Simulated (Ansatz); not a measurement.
# H₂ (SMILES [H][H]): single points off equilibrium

How do the functionals fare away from a minimum? The structure is a structure displaced at random from a GFN2-xTB minimum.

Computed with Ansatz 0.2.0, Gaussian basis. Level: single points in def2-TZVPP.

Correlated methods freeze the cores.

## 1. Where the work starts

SMILES `[H][H]`, 2 atoms, charge 0, spin multiplicity 1.

Atoms are counted from 1 here; the program's logs count them from 0.

Bond lengths: H1–H2 0.694 Å.

Geometry (Å):

```
atom     x (Å)     y (Å)     z (Å)
  H1   0.24150  -0.07550   0.12960
  H2  -0.36620   0.09180  -0.16070
```

## 2. CCSD(T)/def2-TZVPP

The input, run/in.yaml:

```yaml
crystal:
  periodic: [false, false, false]
  atoms:
    - {symbol: H, position_ang: [0.241500, -0.075500, 0.129600]}
    - {symbol: H, position_ang: [-0.366200, 0.091800, -0.160700]}
basis:
  gaussian: {orbitals: def2-TZVPP}
correlation: {method: ccsd_t}
output: {forces: true}
```

The command line of these runs was not kept.

## 3. PBE0-D4/def2-TZVPP

Edit run/in.yaml of step 2 so:

```diff
@@ -7,3 +7,3 @@
   gaussian: {orbitals: def2-TZVPP}
-correlation: {method: ccsd_t}
-output: {forces: true}
+hamiltonian: {xc: pbe0, dispersion: d4}
+output: {forces: true, orbitals: {seedname: orbitals}}
```

## 4. wB97M-V/def2-TZVPP

Edit run/in.yaml of step 3 so:

```diff
@@ -7,3 +7,3 @@
   gaussian: {orbitals: def2-TZVPP}
-hamiltonian: {xc: pbe0, dispersion: d4}
-output: {forces: true, orbitals: {seedname: orbitals}}
+hamiltonian: {xc: {name: wB97M-V}}
+output: {forces: true}
```

## 5. r2SCAN-D4/def2-TZVPP

Edit run/in.yaml of step 4 so:

```diff
@@ -7,3 +7,3 @@
   gaussian: {orbitals: def2-TZVPP}
-hamiltonian: {xc: {name: wB97M-V}}
+hamiltonian: {xc: r2scan, dispersion: d4}
 output: {forces: true}
```

## 6. PBE-D4/def2-TZVPP

Edit run/in.yaml of step 5 so:

```diff
@@ -7,3 +7,3 @@
   gaussian: {orbitals: def2-TZVPP}
-hamiltonian: {xc: r2scan, dispersion: d4}
+hamiltonian: {xc: pbe, dispersion: d4}
 output: {forces: true}
```

## 7. r2SCANh-D4/def2-TZVPP

Edit run/in.yaml of step 6 so:

```diff
@@ -7,3 +7,3 @@
   gaussian: {orbitals: def2-TZVPP}
-hamiltonian: {xc: pbe, dispersion: d4}
+hamiltonian: {xc: {name: r2SCANh}, dispersion: d4}
 output: {forces: true}
```

## 8. BHLYP-D4/def2-TZVPP

Edit run/in.yaml of step 7 so:

```diff
@@ -7,3 +7,3 @@
   gaussian: {orbitals: def2-TZVPP}
-hamiltonian: {xc: {name: r2SCANh}, dispersion: d4}
+hamiltonian: {xc: {name: BHLYP}, dispersion: d4}
 output: {forces: true}
```

(Steps that only read results are left out.)

Before running it: what results should come out? Wanted: energy less free atoms, CCSD(T)/def2-TZVPP; RMS force component; RMS force error; HOMO and LUMO, PBE0-D4; T1 diagnostic.

The runs gave:

```
                                  quantity                                                                                               value
energy less free atoms, CCSD(T)/def2-TZVPP                                                                                       -448.9 kJ/mol
                       RMS force component                                                                1.084 to 1.367 eV/Å over the methods
                           RMS force error  PBE0-D4 0.073, wB97M-V 0.046, r2SCAN-D4 0.005, PBE-D4 0.176, r2SCANh-D4 0.026, BHLYP-D4 0.107 eV/Å
                    HOMO and LUMO, PBE0-D4                                                                                  -12.28 and 2.26 eV
                             T1 diagnostic                                                                                               0.005
```

**Reading.** Against CCSD(T) the functionals' energies less atoms differ by -1.8 to +17.0 kJ/mol, PBE-D4 by +16.5 kJ/mol. The reference is not at the basis limit: in triple zeta CCSD(T) underbinds, which counts against methods that bind more; the gaps are no ranking. The forces of r2SCAN-D4 come nearest to CCSD(T), those of PBE-D4 are farthest. Frozen-core CCSD(T) forces in triple zeta carry basis errors of their own, and this is one geometry, so small gaps rank nothing.
